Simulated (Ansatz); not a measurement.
# C2H6AlNO: the cost of one run

All numbers below are computed with Ansatz 0.2.0 (RKS B3LYP-D4/STO-3G).

**1. The starting structure**

Bond lengths: C1–Al2 1.959 Å, Al2–C3 1.962 Å, C3–N4 1.248 Å, C3–O5 1.421 Å, C1–H6 1.052 Å, C1–H7 1.116 Å, C1–H8 1.157 Å, Al2–H9 1.621 Å, N4–H10 1.121 Å, O5–H11 0.983 Å. Angles: C1–Al2–C3 118.3°, C1–Al2–H9 120.3°, C3–Al2–H9 121.3°, Al2–C1–H6 113.7°, Al2–C1–H7 108.9°, Al2–C1–H8 106.9°, H6–C1–H7 111.3°, H6–C1–H8 109.4°, H7–C1–H8 106.2°, Al2–C3–N4 125.0°, Al2–C3–O5 118.8°, N4–C3–O5 116.0°, C3–N4–H10 117.9°, C3–O5–H11 120.9°.

Structure file:

```xyz
11

C    -1.5712    0.4999    1.0749
Al    0.1300    0.9180    0.1975
C     1.0501   -0.5134   -0.7800
N     0.6588   -1.6958   -0.8525
O     2.3082   -0.2347   -1.3795
H    -1.4921   -0.2373    1.8218
H    -2.3186    0.2122    0.2977
H    -1.9578    1.4835    1.5457
H     0.7749    2.3992    0.3274
H    -0.3295   -1.9499   -0.3881
H     2.8125   -0.9387   -1.8444
```

**2. Relaxing the start**

The input, input.yaml:

```yaml
crystal:
  periodic: [false, false, false]
  atoms:
    - { symbol: C, position_ang: [-1.5712, 0.4999, 1.0749] }
    - { symbol: Al, position_ang: [0.13, 0.918, 0.1975] }
    - { symbol: C, position_ang: [1.0501, -0.5134, -0.78] }
    - { symbol: "N", position_ang: [0.6588, -1.6958, -0.8525] }
    - { symbol: O, position_ang: [2.3082, -0.2347, -1.3795] }
    - { symbol: H, position_ang: [-1.4921, -0.2373, 1.8218] }
    - { symbol: H, position_ang: [-2.3186, 0.2122, 0.2977] }
    - { symbol: H, position_ang: [-1.9578, 1.4835, 1.5457] }
    - { symbol: H, position_ang: [0.7749, 2.3992, 0.3274] }
    - { symbol: H, position_ang: [-0.3295, -1.9499, -0.3881] }
    - { symbol: H, position_ang: [2.8125, -0.9387, -1.8444] }
basis:
  gaussian: { orbitals: STO-3G }
hamiltonian:
  xc: b3lyp
  dispersion: d4
relax:
  f_tol: 0.02
  max_steps: 40
```

Launch:

```bash
> ansatz run input.yaml --threads 1 --pin off --max-ram 2048MiB --backend cpu --events-out ev --progress --plain --runs-dir out
```

What time and memory should one allow on 1 thread of Intel Xeon Platinum 8259CL at 2.50GHz (Skylake/Cascade Lake), shared host?

About 22 s, with a peak of 0.16 GiB.
